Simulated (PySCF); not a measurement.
A run of PySCF 2.14.0 is set up as follows.

Contents of run.py:

```python
import json
import numpy as np
from pyscf.pbc import gto, scf, dft, df

cell = gto.Cell()
cell.a = '''
  0.0000000000    3.2350000000    3.2350000000
  3.2350000000    0.0000000000    3.2350000000
  3.2350000000    3.2350000000    0.0000000000'''
cell.atom = '''
Bi   0.0000000000    0.0000000000    0.0000000000
Te   3.2350000000    3.2350000000    3.2350000000'''
cell.unit = 'A'
cell.basis = {'Bi': 'DZVP-MOLOPT-SR-GTH-q5', 'Te': 'DZVP-MOLOPT-SR-GTH-q6'}
cell.pseudo = {'Bi': 'GTH-PBE-q5', 'Te': 'GTH-PBE-q6'}
cell.ke_cutoff = 50  # hartree
cell.exp_to_discard = 0.02
cell.precision = 1e-08
cell.space_group_symmetry = True
cell.symmorphic = False
cell.max_memory = 2940  # MB
cell.verbose = 4
cell.build()

res = {}
kpts = cell.make_kpts([8, 8, 8], space_group_symmetry=True, time_reversal_symmetry=True)
cell.space_group_symmetry = False  # the mesh holds the operations; no search on the supercells of the integral code
mf = dft.KRKS(cell, kpts, xc='pbe')
mf = mf.multigrid_numint()
mf = mf.smearing(sigma=0.00183747, method='fermi')  # hartree
mf.conv_tol = 1e-07
mf.max_cycle = 60

mf.kernel()
res.update(converged=bool(mf.converged), e_tot=mf.e_tot, nelec=cell.nelectron, nao=cell.nao, mesh=list(map(int, cell.mesh)), a=cell.lattice_vectors().tolist(), coords=cell.atom_coords().tolist(),
           mo_energy=[np.real(x).tolist() for x in mf.mo_energy], mo_occ=[np.real(x).tolist() for x in mf.mo_occ])
res.update(e_free=mf.e_free, e_zero=mf.e_zero)
res.update(kpts=kpts.kpts_scaled_ibz.tolist(), weights=kpts.weights_ibz.tolist())
res['parts'] = {k: float(np.real(v)) for k, v in mf.scf_summary.items() if np.isscalar(v)}
json.dump(res, open('results.json', 'w'))
if not mf.converged:
    raise SystemExit('SCF not converged')

print('levels (eV)')
for i, kp in enumerate(res['kpts'][:40]):
    print('k %7.4f %7.4f %7.4f  ' % tuple(kp), ' '.join('%.3f' % (x * 27.211386) for x in res['mo_energy'][i][:11]))

mf = mf.to_khf()  # unfold to the whole mesh
kpts = mf.kpts
# Mulliken populations
dm, s = np.asarray(mf.make_rdm1()), np.asarray(mf.get_ovlp())
sites = cell.aoslice_by_atom()[:, 2:]
tot = np.einsum('kij,kji->i', dm, s).real / len(kpts)
res['mulliken'] = [cell.atom_charge(i) - tot[a0:a1].sum() for i, (a0, a1) in enumerate(sites)]
print('Mulliken charges', np.round(res['mulliken'], 5))

# density of states, Gaussians of 0.15 eV
e = np.asarray(mf.mo_energy).real.reshape(1, -1) * 27.211386
ef = mf.get_fermi()
ef = np.max(ef) * 27.211386
x = np.arange(-15, 10.01, 0.1) + round(ef, 1)
dos = np.exp(-((x[:, None, None] - e) / 0.15) ** 2 / 2).sum(-1).T / (0.15 * np.sqrt(2 * np.pi) * len(kpts)) * 2
res.update(dos_e=x.tolist(), dos=dos.tolist())
for a, b in zip(x[::5], dos.T[::5]):
    print('%8.2f' % a, ' '.join('%9.4f' % y for y in b))

# density on a uniform mesh
grids = dft.gen_grid.UniformGrids(cell)
grids.mesh = [25, 25, 25]
grids.build()
ni = dft.numint.KNumInt()
rho = [ni.get_rho(cell, x, grids, kpts) for x in [dm]]
np.save('rho.npy', np.reshape(rho, (-1, *grids.mesh)))
res['done'] = True
json.dump(res, open('results.json', 'w'))
```

Potentials or basis: DZVP-MOLOPT-SR/GTH-PBE (potentials made for PBE).

Run with:

```bash
$ OMP_NUM_THREADS=2 python -u run.py > log
```

Task: Predict the band gap on the k mesh.

Result: None (metal or under the smearing width).

Task: What does it give for the Mulliken charges?

Result: Bi +0.07; Te -0.07 e.

States per cell in windows of 1 eV (zero at the Fermi level; states under -8 eV left out):
| from (eV) | total |
| --- | --- |
| -8.0 | 0.00 |
| -7.0 | 0.00 |
| -6.0 | 0.34 |
| -5.0 | 1.20 |
| -4.0 | 1.81 |
| -3.0 | 1.84 |
| -2.0 | 0.81 |
| -1.0 | 1.03 |
| 0.0 | 1.27 |
| 1.0 | 1.17 |
| 2.0 | 1.35 |
| 3.0 | 1.24 |
| 4.0 | 0.83 |
| 5.0 | 0.68 |
| 6.0 | 0.83 |
| 7.0 | 0.90 |

Caveat: spin-orbit coupling is left out, which moves the levels of the heavy elements; the basis of atomic orbitals isn't converged, which shifts pressures, moduli and gaps.
